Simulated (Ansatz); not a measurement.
# Lutetium, simple cubic under LDA: ground state and equation of state

Aim: take lutetium in the simple cubic structure, relax it, solve it on a dense k-mesh, switch on spin-orbit coupling, then scale the cell to 7 volumes from 88 to 112 % of the relaxed one and try a fit of the equation of state. The k-meshes are 10×10×10 for the relaxation; 17×17×17 for the dense run; 10×10×10 for spin-orbit coupling; 12×12×12 for the volumes.

This is Lu in the simple cubic structure; at room conditions it is hcp.

Program: Ansatz 0.2.0. Level of theory: DFT LDA (PW92), plane waves (420 eV) with PAW, scalar-relativistic; PAW files made under PBE, frozen cores solved again for the functional. These are calculated values, not measurements.

## Step 1: The structure to begin with

It takes space group Pm-3m (No. 221, cubic). The conventional cell has a = 3.170 Å, b = 3.170 Å, c = 3.170 Å, α = 90.00°, β = 90.00°, γ = 90.00°. Lu (site symmetry m-3m) has 6 Lu at 3.17 Å as nearest neighbours.

Structure file:

```
Lu
1.0
     3.17004    0.00000    0.00000
     0.00000    3.17004    0.00000
     0.00000    0.00000    3.17004
Lu
1
Cartesian
  0.0000 0.0000 0.0000
```

## Step 2: Relaxation of the cell

input.yaml reads:

```yaml
crystal:
  lattice:
    - [3.1700357483, 0.0, 0.0]
    - [0.0, 3.1700357483, 0.0]
    - [0.0, 0.0, 3.1700357483]
  atoms:
    - { symbol: Lu, position: [0.0, 0.0, 0.0] }
hamiltonian:
  xc: lda
  pseudopotentials:
    kind: paw
    azcp:
      Lu: "pseudopotentials/Lu.paw.azcp"
basis:
  ecutwfc: 420
  fft_grid_basis: typed
kpoints:
  mp_grid: { grid: [10, 10, 10], shift: [0, 0, 0] }
magnetization:
  spin_polarized: false
scf:
  occupations: { method: fermi_dirac, width: 0.1 }
relax:
  max_steps: 60
  f_tol: 0.01
  cell: {}
output:
  write_density: true
  write_potential: true
  elf: true
  volumetric_format: npy
```

The runs that follow: The energy on a finer k-mesh; Spin-orbit coupling switched on; At 88 % of the relaxed volume; At 92 % of the relaxed volume; At 96 % of the relaxed volume; At 100 % of the relaxed volume; At 104 % of the relaxed volume; At 108 % of the relaxed volume; At 112 % of the relaxed volume.

Before running it: what results should come out? Wanted: space group; conventional cell; volume; shortest distance; gap on the mesh; relative to hcp; highest ELF outside the cores; V₀, B₀, B₀′.

**Answer**, as computed:

| quantity | value |
| --- | --- |
| space group (spins left aside) | Pm-3m (No. 221) |
| conventional cell | a = 3.051 Å |
| volume | 28.401 Å³/atom |
| shortest distance | 3.051 Å |
| gap on the mesh | none (levels filled in part) |
| relative to hcp | +864 meV/atom |
| highest ELF outside the cores | 0.49, 2.16 Å from the nearest atom |
| V₀, B₀, B₀′ | 28.384 Å³/atom, 34 GPa, 3.2 |

**Reading.** The relaxation shrank the cell by 10.8 % in volume. Against the reference form of lutetium (hcp, computed apart with the same settings) it stands 864 meV/atom higher, so it is far from stable. Levels at the Fermi energy are filled in part, as in a metal. The total energy of the spin-orbit run lies -16.4 eV/atom from the scalar one, but the two kinds of run don't share a zero of energy: only differences within one kind count. B₀ comes out at 34 GPa. The symmetry was held, so the structure may be unstable against distortions that break it.
